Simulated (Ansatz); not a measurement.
# Ge2HP: the cost of one run

The runs use Ansatz 0.2.0, Gaussian basis; cc-pVDZ, core rule «outside noble gas», up to 33 orbitals frozen.

To be run: UHF; CCSD(T) on ROHF; BCCD(T) on ROHF; CISD; CCSDT(Q) on ROHF; CCSDT(Q) on UHF; CASSCF and MRCISD+Q, 9 electrons in 9 orbitals; CASSCF and NEVPT2, 9 electrons in 9 orbitals.

19 further runs of the same task are left out: 9 that didn't finish, 10 set aside as unsound or not needed.

**1. What is computed**

The geometry is a PBE0/def2-TZVP stationary point (not a proven minimum) of the parent state, kept for this charge and spin. No spin-orbit coupling is included. The filled d shell of Ge may be among the frozen orbitals whatever the setting's name suggests; the logs give the count.

4 atoms, charge 1, spin multiplicity 2.

Atoms are counted from 1 here; the program's logs count them from 0.

Bond lengths: Ge1–P2 2.301 Å, Ge1–Ge3 2.387 Å, P2–Ge3 2.211 Å, Ge3–H4 1.541 Å. Angles: P2–Ge1–Ge3 56.2°, Ge1–P2–Ge3 63.8°, Ge1–Ge3–P2 59.9°, Ge1–Ge3–H4 175.7°, P2–Ge3–H4 115.8°.

As a file:

```xyz
4
charge 1, multiplicity 2
Ge    0.0000   -0.3052    1.2319
P     0.0000    1.5765   -0.0928
Ge    0.0000   -0.3631   -1.1549
H     0.0000   -0.2850   -2.6935
```

**2. UHF**

The input, in.yaml:

```yaml
crystal:
  periodic: [false, false, false]
  atoms:
    - {symbol: Ge, position_ang: [0.000000, -0.305203, 1.231854]}
    - {symbol: P, position_ang: [0.000000, 1.576501, -0.092803]}
    - {symbol: Ge, position_ang: [0.000000, -0.363064, -1.154908]}
    - {symbol: H, position_ang: [0.000000, -0.284974, -2.693505]}
basis:
  gaussian: {orbitals: cc-pVDZ}
total_charge: 1
magnetization: {spin_polarized: true, initial_magnetization: 1}
hamiltonian: {xc: hf}
output: {orbitals: {seedname: orbitals}}
```

Started as:

```
$ ansatz run in.yaml --threads 1 --pin off --events-out ev --progress --plain --max-ram 2393MiB
```

Q: Estimate wall time and peak memory on 1 thread of Arm Neoverse N1, shared host.

About 33 s, with a peak of 0.26 GiB.
